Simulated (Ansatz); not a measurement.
# H₄OSiTe: up Jacob's ladder to CCSD(T)

How much do the methods differ for H₄OSiTe? The plan is to run it at one geometry with functionals of several rungs and with coupled cluster, and see how far each lands from CCSD(T) at the basis-set limit for the atomisation energy.

Program: Ansatz 0.2.0, Gaussian basis. Level of theory: functionals in def2-TZVPP, the program's frozen cores in correlated methods. These are calculated values, not measurements.

Plan: LDA (SPW92), PBE-D4, revPBE-D4, BLYP-D4, r2SCAN-D4, B97M-V, PBE0-D4, B3LYP-D4, r2SCANh-D4, r2SCAN0-D4, HSE06-D4, BHLYP-D4, CAM-B3LYP-D4, LC-ωPBE, ωB97X-V, ωB97M-V, B2PLYP, PBE-QIDH; CCSD(T)/def2-SVP; CCSD(T)/def2-TZVPP; MP2/def2-QZVPP; extrapolation to the limit; RPA on PBE.

### 1 The geometry

The geometry comes from an earlier relaxation with PBE0-D4 in a triple-zeta def2 set; it is a stationary point, not always the lowest conformer. Te takes the def2 core potential; no spin-orbit term is included.

7 atoms, charge 0, spin multiplicity 1.

Atoms are counted from 1 here; the program's logs count them from 0.

Bond lengths: O1–Si2 1.643 Å, O1–H4 0.959 Å, Si2–Te3 2.499 Å, Si2–H5 1.485 Å, Si2–H6 1.478 Å, Te3–H7 1.657 Å. Angles: Si2–O1–H4 117.4°, O1–Si2–Te3 113.5°, O1–Si2–H5 112.1°, O1–Si2–H6 105.5°, Te3–Si2–H5 106.3°, Te3–Si2–H6 108.1°, H5–Si2–H6 111.4°, Si2–Te3–H7 91.0°.

### 2 LDA

This LDA is Slater exchange with PW92 correlation.

Input file in.yaml:

```yaml
crystal:
  periodic: [false, false, false]
  atoms:
    - {symbol: O, position_ang: [-1.598342, -0.072525, -0.491534]}
    - {symbol: Si, position_ang: [-0.203671, 0.570134, 0.093301]}
    - {symbol: Te, position_ang: [1.236499, -1.090078, 1.282244]}
    - {symbol: H, position_ang: [-1.540906, -0.919045, -0.937821]}
    - {symbol: H, position_ang: [0.635298, 1.155771, -0.982327]}
    - {symbol: H, position_ang: [-0.621964, 1.598412, 1.069844]}
    - {symbol: H, position_ang: [2.154484, -1.310669, -0.079406]}
basis:
  gaussian: {orbitals: def2-TZVPP}
hamiltonian: {xc: lda}
output: {orbitals: {seedname: orbitals}}
```

Run with:

```console
> ansatz run in.yaml --threads 2 --pin off --events-out ev --progress --plain --max-ram 4352MiB
```

After this run come: PBE-D4 (GGA); revPBE-D4 (GGA); BLYP-D4 (GGA); r2SCAN-D4 (meta-GGA); B97M-V (meta-GGA); B3LYP-D4 (hybrid); r2SCANh-D4 (hybrid); r2SCAN0-D4 (hybrid); HSE06-D4 (hybrid); BHLYP-D4 (hybrid); CAM-B3LYP-D4 (range-separated); LC-ωPBE (range-separated); ωB97X-V (range-separated); ωB97M-V (range-separated); B2PLYP (double hybrid); PBE-QIDH (double hybrid); CCSD(T) in def2-SVP; CCSD(T) in def2-TZVPP; MP2 in def2-QZVPP; RPA on PBE orbitals.

Q: Predict the results of all the runs planned. Wanted: atomisation energy, CCSD(T)/CBS; farthest beyond LDA; mean size of error, GGA; mean size of error, meta-GGA; mean size of error, hybrid; mean size of error, range-separated; mean size of error, double hybrid; gap, smallest and largest; T1 diagnostic.

The runs gave:

| quantity | value |
| --- | --- |
| atomisation energy, CCSD(T)/CBS | 2144.2 kJ/mol |
| functionals within 21.4 kJ/mol (1.0 %) | PBE-D4, ωB97X-V |
| farthest beyond LDA | BHLYP-D4 (-91.5 kJ/mol) |
| mean size of error, GGA | 43.1 kJ/mol |
| mean size of error, meta-GGA | 27.7 kJ/mol |
| mean size of error, hybrid | 58.0 kJ/mol |
| mean size of error, range-separated | 36.2 kJ/mol |
| mean size of error, double hybrid | 60.8 kJ/mol |
| gap, smallest and largest | 4.09 eV (BLYP-D4), 10.66 eV (LC-ωPBE) |
| T1 diagnostic | 0.0112 |
| triples share of the correlation energy | 2.8 % |

**Reading.** The LDA atomisation energy is off by 271.8 kJ/mol (13 %): it overbinds. PBE-D4 is off by -20.4 kJ/mol. Double hybrids carry the basis error of their MP2 part in triple zeta, and no dispersion term here, so their miss is partly the set-up's. Taken by rung, meta-GGA functionals do best (27.7 kJ/mol on average) and double hybrid ones worst beyond LDA (60.8 kJ/mol). The gap between the best rungs is small, so their order is not settled. The reference freezes the cores and leaves out spin-orbit coupling and excitations past (T), and its outer-core shells are covered unevenly, so misses under about 21.4 kJ/mol can't be ranked. All levels share the lack of spin-orbit coupling, which lowers the free heavy atoms and so the true binding. Hartree-Fock recovers 69 % of the binding; the rest is correlation. CCSD(T) in def2-SVP is off by -218.6 kJ/mol, so the small basis spoils what the method gains. The gap grows from 4.1 to 10.7 eV across the functionals, mostly with the share of exact exchange. Correlated methods include outer-core shells of Te, which these sets cover unevenly.
